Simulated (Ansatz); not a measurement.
# Cl3FHIn: two geometries relaxed, part 2 of 2

Aim: relax the geometries before and after the reaction (ligand exchange), and see whether they are two minima and how far apart in energy. Meant to form: In1–F5, H6–Cl2; to break: In1–Cl2, H6–F5. The start is a guess near the saddle point, from which both ends are pulled out.

Ansatz 0.2.0; RKS PBE0-D4/def2-SVP.

### 4 A restrained relaxation towards end B

Springs on the bonds that form and break draw the guess towards this end; the thresholds are loose.

The input, input.yaml:

```yaml
crystal:
  periodic: [false, false, false]
  atoms:
    - { symbol: In, position_ang: [0.0, 0.0, 0.0] }
    - { symbol: Cl, position_ang: [0.0, 0.0, 2.79] }
    - { symbol: Cl, position_ang: [2.113, 0.0, -1.22] }
    - { symbol: Cl, position_ang: [-2.113, 0.0, -1.22] }
    - { symbol: F, position_ang: [0.092, -2.0857, 0.6937] }
    - { symbol: H, position_ang: [0.0675, -1.5314, 1.885] }
basis:
  gaussian: { orbitals: def2-SVP }
hamiltonian:
  xc: pbe0
  dispersion: d4
relax:
  f_tol: 0.15
  max_steps: 25
  restrain:
    - { distance: [0, 4], at: 1.9, k: 30.0 }
    - { distance: [5, 1], at: 1.37, k: 30.0 }
    - { distance: [0, 1], at: 3.64, k: 30.0 }
    - { distance: [5, 4], at: 2.12, k: 30.0 }
output:
  orbitals: {}
```

Launch:

```sh
$ ansatz run input.yaml --threads 2 --pin off --max-ram 3072MiB --backend cpu --events-out ev --progress --plain --runs-dir out
```

Standard output:

```text
Warning: RAYON_NUM_THREADS=2 ignored (pool sized by the plan → 2); use --threads N
The last accepted step is kept in <dir> (removed where the run ends without a failure and the disk answers)
Engine: ansatz 0.2.0, aarch64-unknown-linux-gnu
Functional definition: PBE0
  parameter a = 0.25
  parameter kappa = 0.804
  parameter beta = 0.06672455060314922
  exchange = (1 - a)*pbe_x(kappa = kappa, mu = beta*pi^2/3) + a*exact_x
  correlation = pbe_c(beta = beta)
1071 factors; integrals over basis functions are off by at most 2.5e-4 eV
mean field evaluation 1: about -45446.1737 eV, gradient 3.6e1 eV
mean field evaluation 2: about -45440.7346 eV, gradient 6.6e1 eV
mean field evaluation 4: about -45449.0979 eV, gradient 2.3e0 eV
mean field evaluation 8: about -45449.1403 eV, gradient 1.2e-1 eV
mean field evaluation 16: about -45449.1403 eV, gradient 5.7e-5 eV
mean field -45449.14032484 eV, -1670.2251004040 hartree, gradient 5.7e-5 eV, S^2 0.000000; 0 other end points of the search recorded, 0 dependent functions left out
the calculation of the forces begins
reference -45449.14036033 eV, -1670.2251017082 hartree; 41, 41 occupied and 58, 58 virtual orbitals, 1071 factors
relax step   1: F+E_penalty+E_count = -45449.29161050 eV  Δ(F+E_penalty+E_count) = +0.000e0 eV  max|allowed force component| = 2.717e0 eV/Å  E_restraint = 24.45033216 eV  max|allowed force component, restraints' pulls added| = 2.648e1 eV/Å  Δτ_max = 0.0000 Å  (28 SCF iters, accepted)
  distance In 0 - F 4 = 2.2000 Å
  distance H 5 - Cl 1 = 1.7801 Å
  distance In 0 - Cl 1 = 2.7900 Å
  distance H 5 - F 4 = 1.3142 Å
these checks for a lower state are left out or cut short: starts, cluster_reference, orbital_swaps, neighbouring_geometries, increment
1071 factors; integrals over basis functions are off by at most 4.3e-4 eV
mean field -45448.96982449 eV, -1670.2188346317 hartree, gradient 1.5e-5 eV, S^2 0.000000; 0 other end points of the search recorded, 0 dependent functions left out
the calculation of the forces begins
reference -45448.96986040 eV, -1670.2188359515 hartree; 41, 41 occupied and 58, 58 virtual orbitals, 1071 factors
relax step   2: F+E_penalty+E_count = -45449.11992623 eV  Δ(F+E_penalty+E_count) = +1.717e-1 eV  max|allowed force component| = 2.577e0 eV/Å  E_restraint = 10.01149891 eV  max|allowed force component, restraints' pulls added| = 1.910e1 eV/Å  Δτ_max = 0.1979 Å  (35 SCF iters, accepted)
  distance In 0 - F 4 = 2.1101 Å
  distance H 5 - Cl 1 = 1.6024 Å
  distance In 0 - Cl 1 = 3.1093 Å
  distance H 5 - F 4 = 1.5837 Å
these checks for a lower state are left out or cut short: starts, cluster_reference, orbital_swaps, neighbouring_geometries, increment
1071 factors; integrals over basis functions are off by at most 6.5e-4 eV
mean field evaluation 32: about -45449.2386 eV, gradient 1.5e-5 eV
mean field -45449.23864437 eV, -1670.2287135803 hartree, gradient 1.5e-5 eV, S^2 0.000000; 0 other end points of the search recorded, 0 dependent functions left out
the calculation of the forces begins
reference -45449.23868073 eV, -1670.2287149163 hartree; 41, 41 occupied and 58, 58 virtual orbitals, 1071 factors
relax step   3: F+E_penalty+E_count = -45449.38842259 eV  Δ(F+E_penalty+E_count) = -2.685e-1 eV  max|allowed force component| = 2.019e0 eV/Å  E_restraint = 2.47626773 eV  max|allowed force component, restraints' pulls added| = 8.472e0 eV/Å  Δτ_max = 0.1949 Å  (36 SCF iters, accepted)
  distance In 0 - F 4 = 2.0150 Å
  distance H 5 - Cl 1 = 1.4286 Å
  distance In 0 - Cl 1 = 3.3302 Å
  distance H 5 - F 4 = 1.8910 Å
these checks for a lower state are left out or cut short: starts, cluster_reference, orbital_swaps, neighbouring_geometries, increment
1071 factors; integrals over basis functions are off by at most 9.5e-4 eV
mean field -45449.43147649 eV, -1670.2358000301 hartree, gradient 1.3e-5 eV, S^2 0.000000; 0 other end points of the search recorded, 0 dependent functions left out
the calculation of the forces begins
reference -45449.43151290 eV, -1670.2358013679 hartree; 41, 41 occupied and 58, 58 virtual orbitals, 1071 factors
relax step   4: F+E_penalty+E_count = -45449.57883243 eV  Δ(F+E_penalty+E_count) = -1.904e-1 eV  max|allowed force component| = 1.011e0 eV/Å  E_restraint = 0.09201809 eV  max|allowed force component, restraints' pulls added| = 1.805e0 eV/Å  Δτ_max = 0.1977 Å  (30 SCF iters, accepted)
  distance In 0 - F 4 = 1.9272 Å
  distance H 5 - Cl 1 = 1.3231 Å
  distance In 0 - Cl 1 = 3.5841 Å
  distance H 5 - F 4 = 2.1116 Å
these checks for a lower state are left out or cut short: starts, cluster_reference, orbital_swaps, neighbouring_geometries, increment
1071 factors; integrals over basis functions are off by at most 9.2e-4 eV
mean field -45449.58726130 eV, -1670.2415250161 hartree, gradient 1.1e-5 eV, S^2 0.000000; 0 other end points of the search recorded, 0 dependent functions left out
the calculation of the forces begins
reference -45449.58729762 eV, -1670.2415263509 hartree; 41, 41 occupied and 58, 58 virtual orbitals, 1071 factors
relax step   5: F+E_penalty+E_count = -45449.73449438 eV  Δ(F+E_penalty+E_count) = -1.557e-1 eV  max|allowed force component| = 1.073e0 eV/Å  E_restraint = 0.04023242 eV  max|allowed force component, restraints' pulls added| = 8.463e-1 eV/Å  Δτ_max = 0.2000 Å  (29 SCF iters, accepted)
  distance In 0 - F 4 = 1.9289 Å
  distance H 5 - Cl 1 = 1.3412 Å
  distance In 0 - Cl 1 = 3.6086 Å
  distance H 5 - F 4 = 2.1141 Å
these checks for a lower state are left out or cut short: starts, cluster_reference, orbital_swaps, neighbouring_geometries, increment
1071 factors; integrals over basis functions are off by at most 9.4e-4 eV
mean field -45449.61715220 eV, -1670.2426234865 hartree, gradient 6.9e-6 eV, S^2 0.000000; 0 other end points of the search recorded, 0 dependent functions left out
the calculation of the forces begins
reference -45449.61718813 eV, -1670.2426248069 hartree; 41, 41 occupied and 58, 58 virtual orbitals, 1071 factors
relax step   6: F+E_penalty+E_count = -45449.76495624 eV  Δ(F+E_penalty+E_count) = -3.046e-2 eV  max|allowed force component| = 1.222e0 eV/Å  E_restraint = 0.02797640 eV  max|allowed force component, restraints' pulls added| = 5.328e-1 eV/Å  Δτ_max = 0.1738 Å  (29 SCF iters, accepted)
  distance In 0 - F 4 = 1.9328 Å
  distance H 5 - Cl 1 = 1.3433 Å
  distance In 0 - Cl 1 = 3.6414 Å
  distance H 5 - F 4 = 2.1285 Å
these checks for a lower state are left out or cut short: starts, cluster_reference, orbital_swaps, neighbouring_geometries, increment
1071 factors; integrals over basis functions are off by at most 9.7e-4 eV
mean field -45449.63157737 eV, -1670.2431536016 hartree, gradient 1.3e-5 eV, S^2 0.000000; 0 other end points of the search recorded, 0 dependent functions left out
the calculation of the forces begins
reference -45449.63161340 eV, -1670.2431549255 hartree; 41, 41 occupied and 58, 58 virtual orbitals, 1071 factors
relax step   7: F+E_penalty+E_count = -45449.77952944 eV  Δ(F+E_penalty+E_count) = -1.457e-2 eV  max|allowed force component| = 1.126e0 eV/Å  E_restraint = 0.02911074 eV  max|allowed force component, restraints' pulls added| = 3.132e-1 eV/Å  Δτ_max = 0.0490 Å  (31 SCF iters, accepted)
  distance In 0 - F 4 = 1.9305 Å
  distance H 5 - Cl 1 = 1.3387 Å
  distance In 0 - Cl 1 = 3.6372 Å
  distance H 5 - F 4 = 2.1247 Å
these checks for a lower state are left out or cut short: starts, cluster_reference, orbital_swaps, neighbouring_geometries, increment
1071 factors; integrals over basis functions are off by at most 1.0e-3 eV
mean field evaluation 64: about -45449.6501 eV, gradient 1.9e-1 eV
mean field -45449.65022167 eV, -1670.2438387669 hartree, gradient 1.2e-5 eV, S^2 0.000000; 0 other end points of the search recorded, 0 dependent functions left out
the calculation of the forces begins
reference -45449.65025788 eV, -1670.2438400978 hartree; 41, 41 occupied and 58, 58 virtual orbitals, 1071 factors
relax step   8: F+E_penalty+E_count = -45449.79797354 eV  Δ(F+E_penalty+E_count) = -1.844e-2 eV  max|allowed force component| = 1.016e0 eV/Å  E_restraint = 0.03239820 eV  max|allowed force component, restraints' pulls added| = 2.237e-2 eV/Å  Δτ_max = 0.1086 Å  (30 SCF iters, accepted)
  distance In 0 - F 4 = 1.9275 Å
  distance H 5 - Cl 1 = 1.3341 Å
  distance In 0 - Cl 1 = 3.6304 Å
  distance H 5 - F 4 = 2.1157 Å
1071 factors; integrals over basis functions are off by at most 1.0e-3 eV
mean field -45449.65022167 eV, -1670.2438387669 hartree, gradient 1.2e-5 eV, S^2 0.000000; 1 other end points of the search recorded, 0 dependent functions left out
the calculation of the forces begins
reference -45449.65025788 eV, -1670.2438400978 hartree; 41, 41 occupied and 58, 58 virtual orbitals, 1071 factors
Total energy: -45449.79800976 eV, -1670.2492698791 hartree
Atom 0 at    -0.003182    -0.561008    -0.578881 Å, force     0.010923     0.712390    -0.196081 eV/Å
Atom 1 at     0.114523    -0.115360     3.022138 Å, force    -0.063952    -1.016110    -0.729670 eV/Å
Atom 2 at     2.050015     0.306031    -1.189921 Å, force     0.005675    -0.004190    -0.008892 eV/Å
Atom 3 at    -2.048066     0.226745    -1.316003 Å, force     0.001030     0.000052     0.005294 eV/Å
Atom 4 at    -0.015382    -2.144370     0.520283 Å, force     0.004126    -0.606100     0.604244 eV/Å
Atom 5 at     0.061592    -1.329138     2.471084 Å, force     0.042198     0.913957     0.325105 eV/Å
Dipole moment:    -0.005214    -0.089767    -0.138017 e Å
```

Wall time 27 s (2 threads of Arm Neoverse V1, shared host); peak memory 0.25 GiB.

Relaxation path:

```csv
step,energy from step 1 (eV),largest force component (eV/Å)
1,0.0000,2.7174
2,0.1717,2.5773
3,-0.0968,2.0189
4,-0.2872,1.0113
5,-0.4429,1.0734
6,-0.4733,1.2217
7,-0.4879,1.1255
8,-0.5064,1.0161
```

Step 1 is the start. Energies and forces in the table leave out the springs, which the log lists apart; the run stops on the force with the springs' pull added.

After: Bond lengths: In1–Cl3 2.311 Å, In1–Cl4 2.312 Å, In1–F5 1.928 Å, Cl2–H6 1.334 Å. Angles: Cl3–In1–Cl4 125.0°, Cl3–In1–F5 117.7°, Cl4–In1–F5 117.1°.

Pairs that crossed the distance rule for bonds on the way: came closer Cl2–H6; moved apart In1–Cl2.

### 5 Relaxing end B

It starts where the restrained run ended.

The input, input.yaml:

```yaml
crystal:
  periodic: [false, false, false]
  atoms:
    - { symbol: In, position_ang: [-0.003182, -0.561008, -0.578881] }
    - { symbol: Cl, position_ang: [0.114523, -0.11536, 3.022138] }
    - { symbol: Cl, position_ang: [2.050015, 0.306031, -1.189921] }
    - { symbol: Cl, position_ang: [-2.048066, 0.226745, -1.316003] }
    - { symbol: F, position_ang: [-0.015382, -2.14437, 0.520283] }
    - { symbol: H, position_ang: [0.061592, -1.329138, 2.471084] }
basis:
  gaussian: { orbitals: def2-SVP }
hamiltonian:
  xc: pbe0
  dispersion: d4
relax:
  f_tol: 0.03
  max_steps: 50
```

Launch:

```sh
$ ansatz run input.yaml --threads 2 --pin off --max-ram 3072MiB --backend cpu --events-out ev --progress --plain --runs-dir out
```

Standard output, shortened:

```text
Warning: RAYON_NUM_THREADS=2 ignored (pool sized by the plan → 2); use --threads N
[...]
Functional definition: PBE0
[...]
1070 factors; integrals over basis functions are off by at most 3.4e-4 eV
[...]
mean field -45449.65020998 eV, -1670.2438383372 hartree, gradient 5.4e-5 eV, S^2 0.000000; 0 other end points of the search recorded, 0 dependent functions left out
[...]
reference -45449.65024613 eV, -1670.2438396660 hartree; 41, 41 occupied and 58, 58 virtual orbitals, 1070 factors
relax step   1: F+E_penalty+E_count = -45449.79796187 eV  Δ(F+E_penalty+E_count) = +0.000e0 eV  max|allowed force component| = 1.016e0 eV/Å  Δτ_max = 0.0000 Å  (26 SCF iters, accepted)
[...]
relax step   5: F+E_penalty+E_count = -45450.16102928 eV  Δ(F+E_penalty+E_count) = -3.036e-2 eV  max|allowed force component| = 6.507e-1 eV/Å  Δτ_max = 0.1101 Å  (29 SCF iters, accepted)
[...]
1072 factors; integrals over basis functions are off by at most 1.1e-3 eV
mean field -45450.63162050 eV, -1670.2799045087 hartree, gradient 2.6e-5 eV, S^2 0.000000; 1 other end points of the search recorded, 0 dependent functions left out
[...]
reference -45450.63165672 eV, -1670.2799058398 hartree; 41, 41 occupied and 58, 58 virtual orbitals, 1072 factors
Total energy: -45450.79351235 eV, -1670.2858539246 hartree
Atom 0 at     0.021399    -0.022075     0.022695 Å, force    -0.000170    -0.000556    -0.001136 eV/Å
Atom 1 at     0.012987     0.243563     2.388419 Å, force    -0.000194    -0.000834    -0.000749 eV/Å
Atom 2 at     2.063853     0.143948    -1.063719 Å, force    -0.000764    -0.000171     0.000674 eV/Å
Atom 3 at    -2.019225     0.097443    -1.073222 Å, force     0.000759     0.000254     0.000673 eV/Å
Atom 4 at     0.043309    -2.217062     0.886864 Å, force     0.000173     0.002190     0.002036 eV/Å
Atom 5 at     0.037177    -1.862917     1.767664 Å, force     0.000195    -0.000883    -0.001499 eV/Å
Dipole moment:     0.001434    -0.184154     0.250254 e Å
```

Run time: 54 s. Hardware: 2 threads of Arm Neoverse V1, shared host; peak memory 0.24 GiB.

Relaxation path:

```csv
step,energy from step 1 (eV),largest force component (eV/Å)
1,0.0000,1.0157
2,-0.1264,0.4671
3,-0.2591,0.3639
4,-0.3327,0.6764
5,-0.3631,0.6507
6,-0.3767,0.3009
7,-0.4163,0.2513
8,-0.5445,1.4503
9x,-0.2664,6.4667
10,-0.7450,1.1482
11,-0.8951,0.7578
12,-0.9668,1.2663
13,-0.9854,0.4587
14,-0.9910,0.1758
15x,-0.9863,0.2413
16,-0.9954,0.0356
17,-0.9955,0.0022
```

Step 1 is the start. 2 steps were tried and not accepted (marked x).

After: Bond lengths: In1–Cl2 2.381 Å, In1–Cl3 2.319 Å, In1–Cl4 2.319 Å, In1–F5 2.359 Å, F5–H6 0.949 Å. Angles: Cl2–In1–Cl3 117.4°, Cl2–In1–Cl4 117.4°, Cl2–In1–F5 74.9°, Cl3–In1–Cl4 123.4°, Cl3–In1–F5 103.3°, Cl4–In1–F5 103.3°, In1–F5–H6 89.6°.

Pairs that crossed the distance rule for bonds on the way: came closer In1–Cl2, F5–H6; moved apart Cl2–H6.

### 6 Summary of results

This closing draws on all 2 parts.

```
                           quantity                     value
                              end A   6 moves, 0.320 eV lower
                              end B  14 moves, 0.996 eV lower
largest difference between the ends                    0.00 Å
            end B relative to end A                 -0.000 eV
```

What this shows: Both starts fell into the same minimum (no atom differs by more than 0.00 Å), so from this start no second minimum was found and no band was run; another arrangement could still be one.
